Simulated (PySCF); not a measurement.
# Pt3 (Pt3+): the cost of one run

Computed with PySCF 2.14.0. Level: r2SCAN, Pt def2-SVP with ECP60; scalar-relativistic core potentials, no spin–orbit coupling.

3 further runs of the same task are left out: 2 for a known fault of the program, 1 set aside as unsound or not needed.

## (1) Where the work starts

3 atoms, charge 1, spin multiplicity 2.

Bond lengths: Pt1–Pt2 2.548 Å, Pt1–Pt3 2.548 Å, Pt2–Pt3 2.548 Å. Angles: Pt2–Pt1–Pt3 60.0°, Pt1–Pt2–Pt3 60.0°, Pt1–Pt3–Pt2 60.0°.

Coordinates:

```xyz
3
charge 1, multiplicity 2
Pt    1.47130    0.00000    0.00000
Pt   -0.73570    1.27420    0.00000
Pt   -0.73570   -1.27420    0.00000
```

## (2) SCF at the start, doublet

Input file run.py (the lines that set the calculation):

```python
mol = gto.M(atom='''
Pt     1.47130     0.00000     0.00000
Pt    -0.73570     1.27420     0.00000
Pt    -0.73570    -1.27420     0.00000''',
    basis={'Pt': 'def2-SVP'},
    ecp={'Pt': 'def2-SVP'},
    charge=1, spin=1)
mf = dft.UKS(mol, xc='R2SCAN')
mf.grids.atom_grid = (50, 194)
mf = mf.density_fit()  # fitting sets: Pt def2-universal-JKFIT
mf.conv_tol = 1e-08; mf.max_cycle = 55
mf.kernel(dm0)  # dm0: free metal ions and neutral atoms
```

Started as:

```console
> OMP_NUM_THREADS=2 python run.py
```

**Question.** How long does this run take on 2 threads of Arm Neoverse V1, shared host, and how much memory does it need?

About 5.3 min, with a peak of 0.47 GiB.
